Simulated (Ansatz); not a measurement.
**B2O: further runs on the relaxed cell**

An exercise on one series of results from a longer session: the logs are not shown, and one member is left open.

Program: Ansatz 0.2.0. Level of theory: DFT PBE, scalar-relativistic, plane waves, PAW. These are calculated values, not measurements.

## The starting structure

It takes space group P-3m1 (No. 164, trigonal). The conventional cell has a = 2.565 Å, b = 2.565 Å, c = 11.460 Å, α = 90.00°, β = 90.00°, γ = 120.00°. B (site symmetry 3m) has 3 O at 1.58 Å and 1 B at 1.75 Å as nearest neighbours. B (site symmetry 3m) has 3 B at 1.57 Å as nearest neighbours. Around O (site symmetry 3m) lie 3 B at 1.58 Å.

Coordinates:

```cif
data_structure
_symmetry_space_group_name_H-M 'P-3m1'
_symmetry_Int_Tables_number 164
_cell_length_a 2.5648
_cell_length_b 2.5648
_cell_length_c 11.4597
_cell_angle_alpha 90.000
_cell_angle_beta 90.000
_cell_angle_gamma 120.000
_cell_volume 65.28
loop_
_atom_site_label
_atom_site_type_symbol
_atom_site_symmetry_multiplicity
_atom_site_Wyckoff_symbol
_atom_site_fract_x
_atom_site_fract_y
_atom_site_fract_z
_atom_site_occupancy
B1 B 2 c 0.00000 0.00000 0.42379 1
B2 B 2 d 0.66667 0.33333 0.02307 1
O1 O 2 d 0.66667 0.33333 0.37539 1
```

It is the result of an earlier relaxation at this level (volume 10.88 Å³/atom; gap on the mesh: none (metal)).

Set-up of the first run:

Input file input.yaml:

```yaml
crystal:
  lattice:
    - [2.5647533604, 0.0, 0.0]
    - [-1.2823766802, 2.2211415645, 0.0]
    - [0.0, 0.0, 11.4596364304]
  atoms:
    - { symbol: B, position: [0.0, 0.0, 0.4237945784] }
    - { symbol: B, position: [0.0, 0.0, 0.5762054216] }
    - { symbol: B, position: [0.6666666667, 0.3333333333, 0.0230723828] }
    - { symbol: B, position: [0.3333333333, 0.6666666667, 0.9769276172] }
    - { symbol: O, position: [0.6666666667, 0.3333333333, 0.375386021] }
    - { symbol: O, position: [0.3333333333, 0.6666666667, 0.624613979] }
basis:
  ecutwfc: 420
kpoints:
  mp_grid: { grid: [18, 18, 4] }
  band_path:
    path:
      - [[0.0, 0.0, 0.0], [0.5, 0.0, 0.0], [0.33333333, 0.33333333, 0.0], [0.0, 0.0, 0.0], [0.0, 0.0, 0.5], [0.5, 0.0, 0.5], [0.33333333, 0.33333333, 0.5], [0.0, 0.0, 0.5]]
      - [[0.5, 0.0, 0.5], [0.5, 0.0, 0.0]]
      - [[0.33333333, 0.33333333, 0.5], [0.33333333, 0.33333333, 0.0]]
    npoints: 14
hamiltonian:
  xc: pbe
scf:
  occupations: { method: gaussian, width: 0.1 }
  n_extra_bands: 15
output:
  forces: true
  stress: true
  eigenvalues: true
  populations: true
  dos: { projected: true, de: 0.02, nscf_kmesh: { grid: [27, 27, 6] } }
  bader: true
  write_density: true
  write_potential: true
  elf: true
  volumetric_format: npy
```

Started as:

```sh
$ ansatz run input.yaml --threads 1 --pin off --max-ram 2560MiB --backend cpu --events-out ev --progress --plain --runs-dir out
```

Among the steps run: Electronic structure at the relaxed geometry; Point at V/V0 = 0.97; Point at V/V0 = 1.03; Point at V/V0 = 0.94; Volume × 1.06.

One table of the session follows, with a row left open; its other results are not shown here.

It belongs to the step «Equation of state». 

```
volume (Å³/atom)  energy above the lowest point (meV/atom)  pressure (GPa)
          10.227                                       0.7            0.42
          10.554                                         ?               ?
          10.880                                       0.0            0.01
          11.207                                       0.0           -0.04
          11.533                                       0.1           -0.07
```

**Question.** Estimate the row for volume (Å³/atom) = 10.554.

Worked estimate for «energy above the lowest point (meV/atom)». A straight line through the neighbours (10.227, 0.7) and (10.880, 0.0) gives 0.7 + (0.0 − 0.7) × (10.554 − 10.227) / (10.880 − 10.227) = 0.3; a parabola fitted to 3 rows on both sides gives 0.2.

As computed: energy above the lowest point (meV/atom): 0.2; pressure (GPa): 0.23. In «energy above the lowest point (meV/atom)» the line misses by +0.1 and the parabola by 0.0.

To keep in mind: Spin polarisation is off in the runs that give these values; a magnetic solution could lie lower. Layers here are held mostly by dispersion, which this level lacks, so their spacing and the stiffness across them are unreliable there.
